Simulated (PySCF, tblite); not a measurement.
# C5H4F3O2 radical: geometry, infrared bands and EPR parameters

Wanted: the infrared bands and EPR parameters of C5H4F3O2 radical (`[CH2][C@H](C(=O)O)C(F)=C(F)F`), by calculation.

The runs use tblite 0.8.0 and PySCF 2.14.0, with density-fitted response routines of our own; the level of theory stands in each step. All values are computed, except where a source is named. Atoms are numbered from 0 throughout.

### Step 1. Starting geometry

14 atoms, charge 0, multiplicity 2; geometry from: force field or distance geometry start.

Bonds of the start (Å): C0–C1 1.51, C1–C2 1.51, C2–O3 1.27, C2–O4 1.38, C1–C5 1.47, C5–F6 1.37, C5–C7 1.31, C7–F8 1.37, C7–F9 1.35, C0–H10 1.11, C0–H11 1.11, C1–H12 1.11, O4–H13 1.00.

### Step 2. Optimising the geometry with GFN2-xTB

The job: settings as JSON, then the geometry in Å.

```
{"job": {"kind": "relax", "xc": "GFN2-xTB", "basis": "xTB"}, "charge": 0, "multiplicity": 2}
C     -0.027800    -1.382500    -0.618800
C      0.192100     0.114900    -0.607200
C      1.524900     0.303100     0.075200
O      1.493100     1.013400     1.125300
O      2.694100    -0.236000    -0.416700
C     -0.892600     0.815000     0.097200
F     -0.782400     2.171900     0.214300
C     -1.955100     0.259700     0.630100
F     -2.874100     1.072800     1.246300
F     -2.252100    -1.054700     0.619400
H     -0.949600    -1.655600    -1.170500
H     -0.099700    -1.805500     0.404400
H      0.344200     0.490200    -1.637100
H      3.584200    -0.107300     0.016100
```

Started as:

```bash
> OMP_NUM_THREADS=1 python probes_run.py task.json out
```

One launch serves the whole session: the jobs run in the order shown.

Standard output:

```text
step      E/eV     max force
  0    -950.14529    5.618
  1    -950.51763    6.345
  2    -950.81258    1.162
  3    -950.91769    1.190
  4    -951.03596    0.912
  5    -951.07345    0.659
  6    -951.11103    0.572
  7    -951.14273    0.523
  8    -951.16480    0.475
  9    -951.18299    0.310
 10    -951.19890    0.360
 11    -951.21720    0.313
 12    -951.23495    0.344
 13    -951.24861    0.300
 14    -951.25904    0.241
 15    -951.26821    0.254
 16    -951.27548    0.229
 17    -951.28075    0.211
 18    -951.28475    0.160
 19    -951.28815    0.208
 20    -951.29096    0.173
 21    -951.29300    0.105
 22    -951.29465    0.100
 23    -951.29661    0.144
 24    -951.29908    0.166
 25    -951.30142    0.138
 26    -951.30303    0.105
 27    -951.30422    0.105
 28    -951.30547    0.110
 29    -951.30681    0.109
 30    -951.30809    0.092
 31    -951.30924    0.099
 32    -951.31056    0.113
 33    -951.31259    0.153
 34    -951.31581    0.197
 35    -951.31948    0.280
 36    -951.32461    0.177
 37    -951.32956    0.201
 38    -951.33738    0.310
 39    -951.32953    1.074
 40    -951.34911    0.232
 41    -951.35522    0.195
 42    -951.36617    0.286
 43    -951.37101    0.326
 44    -951.39165    0.462
 45    -951.39726    0.258
 46    -951.39728    0.688
 47    -951.40761    0.239
 48    -951.41188    0.138
 49    -951.41854    0.590
 50    -951.42248    0.160
 51    -951.42444    0.131
 52    -951.42721    0.167
 53    -951.42946    0.139
 54    -951.43390    0.098
 55    -951.43552    0.088
 56    -951.43640    0.139
 57    -951.43743    0.107
 58    -951.43870    0.101
 59    -951.44082    0.116
 60    -951.44192    0.117
 61    -951.44304    0.136
 62    -951.44386    0.129
 63    -951.44475    0.114
 64    -951.44573    0.166
 65    -951.44677    0.106
 66    -951.44801    0.098
 67    -951.44891    0.122
 68    -951.45029    0.106
 69    -951.45162    0.078
 70    -951.45252    0.095
 71    -951.45304    0.089
 72    -951.45348    0.077
 73    -951.45407    0.068
 74    -951.45481    0.042
 75    -951.45503    0.038
 76    -951.45514    0.035
 77    -951.45528    0.032
 78    -951.45547    0.035
 79    -951.45564    0.031
 80    -951.45576    0.034
 81    -951.45588    0.038
 82    -951.45608    0.041
 83    -951.45646    0.058
 84    -951.45698    0.064
 85    -951.45740    0.050
 86    -951.45763    0.042
 87    -951.45778    0.045
 88    -951.45799    0.040
 89    -951.45829    0.046
 90    -951.45861    0.044
 91    -951.45889    0.060
 92    -951.45916    0.063
 93    -951.45947    0.058
 94    -951.45976    0.037
 95    -951.45994    0.035
 96    -951.46002    0.022
 97    -951.46010    0.021
 98    -951.46023    0.027
 99    -951.46038    0.026
100    -951.46050    0.035
101    -951.46057    0.027
102    -951.46063    0.027
103    -951.46074    0.030
104    -951.46100    0.048
105    -951.46159    0.086
106    -951.46271    0.136
107    -951.46419    0.137
108    -951.46576    0.120
109    -951.46334    0.380
110    -951.46780    0.092
111    -951.46832    0.134
112    -951.46942    0.065
113    -951.47011    0.105
114    -951.47082    0.048
115    -951.47100    0.059
116    -951.47113    0.027
117    -951.47122    0.024
118    -951.47129    0.022
119    -951.47132    0.017
120    -951.47134    0.011
121    -951.47136    0.009
```

Wall time 0.64 s (1 thread of Arm Neoverse V2, shared host).

Relaxation path: (not every step is listed)

| step | energy from step 0 (eV) | largest force (eV/Å) |
| --- | --- | --- |
| 0 | 0.0000 | 5.6179 |
| 1 | -0.3723 | 6.3445 |
| 2 | -0.6673 | 1.1617 |
| 3 | -0.7724 | 1.1900 |
| 4 | -0.8907 | 0.9123 |
| 5 | -0.9282 | 0.6592 |
| 6 | -0.9657 | 0.5716 |
| 7 | -0.9974 | 0.5228 |
| 8 | -1.0195 | 0.4745 |
| 18 | -1.1395 | 0.1602 |
| 28 | -1.1602 | 0.1098 |
| 38 | -1.1921 | 0.3103 |
| 48 | -1.2666 | 0.1382 |
| 58 | -1.2934 | 0.1008 |
| 68 | -1.3050 | 0.1062 |
| 78 | -1.3102 | 0.0347 |
| 88 | -1.3127 | 0.0395 |
| 98 | -1.3149 | 0.0266 |
| 108 | -1.3205 | 0.1199 |
| 116 | -1.3258 | 0.0273 |
| 117 | -1.3259 | 0.0239 |
| 118 | -1.3260 | 0.0223 |
| 119 | -1.3260 | 0.0169 |
| 120 | -1.3261 | 0.0112 |
| 121 | -1.3261 | 0.0091 |

Distances of close pairs at the start and the end, largest changes first:

| bond | before (Å) | after (Å) | change (Å) |
| --- | --- | --- | --- |
| C2–O3 | 1.268 | 1.197 | -0.071 |
| C7–F8 | 1.373 | 1.324 | -0.049 |
| C2–O4 | 1.378 | 1.331 | -0.048 |
| C0–C1 | 1.514 | 1.471 | -0.042 |
| C1–C2 | 1.509 | 1.551 | +0.042 |
| C0–H11 | 1.110 | 1.071 | -0.038 |
| C0–H10 | 1.108 | 1.072 | -0.036 |
| O4–H13 | 0.998 | 0.971 | -0.027 |

The final coordinates are the input of the step that follows.

### Step 3. Harmonic vibrations with GFN2-xTB

The job: settings as JSON, then the geometry in Å.

```
{"job": {"kind": "ir", "xc": "GFN2-xTB", "basis": "xTB"}, "charge": 0, "multiplicity": 2}
C     -0.100951    -1.357931    -0.815262
C      0.091073     0.094493    -0.683028
C      1.328056     0.124752     0.252210
O      1.271085     0.174912     1.446690
O      2.449882     0.017276    -0.455243
C     -1.033127     0.875720    -0.081650
F     -1.239046     2.078456    -0.656113
C     -1.775182     0.554249     0.972447
F     -2.733702     1.313082     1.479909
F     -1.696561    -0.593018     1.624306
H      0.530206    -1.898536    -1.493050
H     -0.696952    -1.902060    -0.111028
H      0.380140     0.559725    -1.629634
H      3.224401    -0.041592     0.127281
```

Standard output:

```text
mode    cm-1     km/mol
  1      39.9      0.45
  2      72.4      1.26
  3      92.4      0.12
  4     149.8      4.01
  5     163.1      1.84
  6     201.3      2.59
  7     257.8      1.32
  8     261.0      1.53
  9     323.0      1.19
 10     385.6      2.64
 11     426.0     20.48
 12     463.5     14.00
 13     500.7     12.86
 14     552.2     40.46
 15     576.0     84.62
 16     584.1     62.22
 17     637.2     60.82
 18     674.4    128.55
 19     736.2     15.36
 20     844.0     10.88
 21     956.4     78.99
 22    1096.2    103.83
 23    1112.5    240.61
 24    1141.5    230.58
 25    1153.1     34.48
 26    1172.3     30.21
 27    1213.5    238.54
 28    1220.6    133.25
 29    1322.6     33.36
 30    1385.1      1.57
 31    1773.8     68.79
 32    1801.0    498.74
 33    2956.7      1.34
 34    3147.1      1.87
 35    3200.0      3.71
 36    3431.8     51.65
```

It took 0.36 s on 1 thread of Arm Neoverse V2, shared host.

The strongest bands and the atoms that carry them (share of the mass-weighted mode):

| cm⁻¹ | km/mol | atoms |
| --- | --- | --- |
| 576 | 84.6 | H13 24 %, H11 14 %, F6 10 % |
| 674 | 128.6 | C2 57 %, H13 18 %, O4 11 % |
| 1096 | 103.8 | O4 28 %, H12 19 %, C2 13 %, H13 11 % |
| 1112 | 240.6 | C1 34 %, C0 14 %, C5 11 %, H11 10 % |
| 1142 | 230.6 | C5 22 %, C1 18 %, C0 12 %, F6 11 % |
| 1214 | 238.5 | C7 58 %, F9 13 % |
| 1221 | 133.2 | C2 34 %, H13 28 %, C7 13 % |
| 1801 | 498.7 | C2 62 %, O3 35 % |

### Step 4. g tensor and hyperfine couplings: B3LYP/pcH-1

Settings changed since step 3:

```diff
@@ -1,2 +1,2 @@
-{"job": {"kind": "ir", "xc": "GFN2-xTB", "basis": "xTB"}, "charge": 0, "multiplicity": 2}
+{"job": {"kind": "epr", "basis": "pcH-1"}, "charge": 0, "multiplicity": 2}
 C     -0.100951    -1.357931    -0.815262
```

Method: UKS B3LYP, pcH-1 on C F H O, non-relativistic, mean-field spin-orbit, GIAO.

Standard output:

```text
UKS, coarse grid
  cycle   1  E = -642.58857125  |g| = 8.78e-01
  cycle   2  E = -641.94095322  |g| = 1.62e+00
  cycle   3  E = -642.81848727  |g| = 2.82e-01
  cycle   4  E = -642.84531623  |g| = 1.03e-01
  cycle   5  E = -642.84872654  |g| = 2.65e-02
  cycle   6  E = -642.84901074  |g| = 8.53e-03
  cycle   7  E = -642.84904142  |g| = 3.13e-03
  cycle   8  E = -642.84904399  |g| = 1.47e-03
  cycle   9  E = -642.84904501  |g| = 6.11e-04
UKS, final grid
  cycle   1  E = -642.84912242  |g| = 1.06e-03
  cycle   2  E = -642.84912101  |g| = 2.07e-03
  cycle   3  E = -642.84912293  |g| = 1.91e-04
  cycle   4  E = -642.84912295  |g| = 5.31e-05
  cycle   5  E = -642.84912295  |g| = 3.75e-05
  cycle   6  E = -642.84912295  |g| = 1.46e-05
E = -642.84912295 Eh   <S^2> = 0.7544 (exact 0.7500)
g shifts (ppm)      1          2          3
  rmc          -157       -157       -157
  gc              4         45         18
  oz_so          81        798       1166
  total         -71        686       1028
hyperfine (MHz)  atom isotope    a_iso     a_fc   dipolar eigenvalues
    0   13C      97.45      97.45    -80.39    -79.64    160.03
    1   13C     -30.05     -30.05     -3.08      1.31      1.77
    2   13C      87.17      87.17     -7.18     -5.43     12.61
    3   17O      -3.46      -3.46    -18.28      7.61     10.66
    4   17O      -2.10      -2.10     -4.13      1.36      2.77
    5   13C      16.73      16.73     -2.21     -1.10      3.30
    6   19F       9.81       9.81     -7.54     -5.10     12.65
    7   13C      -1.12      -1.12     -1.76      0.15      1.60
    8   19F      -1.08      -1.08     -4.18      0.69      3.49
    9   19F      -1.68      -1.68     -4.50     -0.93      5.42
   10    1H     -62.33     -62.33    -38.48     -0.69     39.16
   11    1H     -62.25     -62.25    -38.57     -0.46     39.02
   12    1H      49.58      49.58     -4.76     -4.36      9.11
   13    1H       2.54       2.54     -2.03     -1.45      3.48
```

Run time: 94 s. Hardware: 1 thread of Arm Neoverse V2, shared host; peak memory 0.97 GiB.

Principal g values 2.00225, 2.00300, 2.00335; g(iso) = 2.00287, against 2.00232 for a free electron.

Hyperfine couplings; where a row names several nuclei, a(iso) is their mean (it holds for fast rotation or exchange) and the dipolar term the largest among them:

| nuclei | isotope | a(iso) (MHz) | a(iso) (G, at g = 2.0023) | largest dipolar term (MHz) |
| --- | --- | --- | --- | --- |
| C0 | 13C | 97.4 | 34.8 | 160.0 |
| C2 | 13C | 87.2 | 31.1 | 12.6 |
| H10, H11 | 1H | -62.3 | -22.2 | 39.2 |
| H12 | 1H | 49.6 | 17.7 | 9.1 |
| C1 | 13C | -30.0 | -10.7 | -3.1 |
| C5 | 13C | 16.7 | 6.0 | 3.3 |
| F6 | 19F | 9.8 | 3.5 | 12.6 |
| O3 | 17O | -3.5 | -1.2 | -18.3 |
| H13 | 1H | 2.5 | 0.9 | 3.5 |
| O4 | 17O | -2.1 | -0.7 | -4.1 |
| F9 | 19F | -1.7 | -0.6 | 5.4 |
| C7 | 13C | -1.1 | -0.4 | -1.8 |
| F8 | 19F | -1.1 | -0.4 | -4.2 |

Mulliken spin populations:

C0 1.05; C1 -0.08; C2 0.03; O3 0.05; O4 0.01; C5 0.02; F6 0.00; C7 -0.01; F8 0.00; F9 0.00; H10 -0.05; H11 -0.04; H12 0.02; H13 0.00

In first order the couplings over 0.8 MHz of 1H, 19F give 96 distinct lines over 67.5 G, if the averaged nuclei exchange fast.

The fields below are evaluated on a grid from the run's orbitals.

ELF in a plane through or near 5 of the atoms.

Ten even steps from ' ' (0.00) to '@' (0.99):
```
                                                        
                                                        
                                                        
                                                        
                                                        
            ::::..    ..::..      ..                    
          ==##%%**::::==++::    --==..  ==**==..        
          ==%%@@##**++--**--  ..**%%==::##%%%%==        
          ::**%%**##--##----  ::##@@**++##++##**..      
          ..==##%%##++::**--....++**==::##**%%**..      
            --++++::::----::..  ..--------==++--        
              ..      ::====..    ..----..  ..          
                  ..++**####**..    ..                  
                ..++######@@@@##                        
                ::****==**@@@@@@--                      
                ..----..--%%@@%%--                      
                          ::==--                        
                                                        
                                                        
                                                        
```
The map spans 11.8 Å across and 9.1 Å up, centred on the molecule. Atoms in the plane (x, y in Å): C2 (-1.1, 0.7), C7 (2.1, 0.2), F8 (3.3, 0.6), H11 (0.1, -1.9), H13 (-2.9, 1.2).

On the surface of density 0.002 e/bohr³ the electrostatic potential runs, from the 1st to the 99th percentile, from -1.40 V near O3 to 2.74 V near H13.

The spin density lies nearest to C0 62 %; H10, H11 about 10 % each.

### Step 5. Results

```
                                 quantity                  value
strongest single infrared mode (GFN2-xTB)  1801 cm⁻¹, 499 km/mol
             zero-point energy (GFN2-xTB)          51.5 kcal/mol
                           g(iso) (B3LYP)                2.00287
                                     ⟨S²⟩     0.754 (exact 0.75)
       largest a(iso) (averaged by class)    13C on C0, 97.4 MHz
    surface potential, 1st and 99th percentile     -1.40 V and 2.74 V
```

**Reading.** The optimisation took 121 steps and gained 1.326 eV; among the close pairs (by a distance rule), C2–O3 changed most, from 1.268 to 1.197 Å. All 36 modes are real, so the xTB geometry is a minimum. The strongest single mode, at 1801 cm⁻¹, moves mainly C2 and O3. Unscaled tight-binding wavenumbers are off by several per cent, some by more. Its intensities can rank the bands wrongly. C0 carries the largest spin population, 1.05 e. The isotropic g lies 0.5 ppt above the free-electron value.
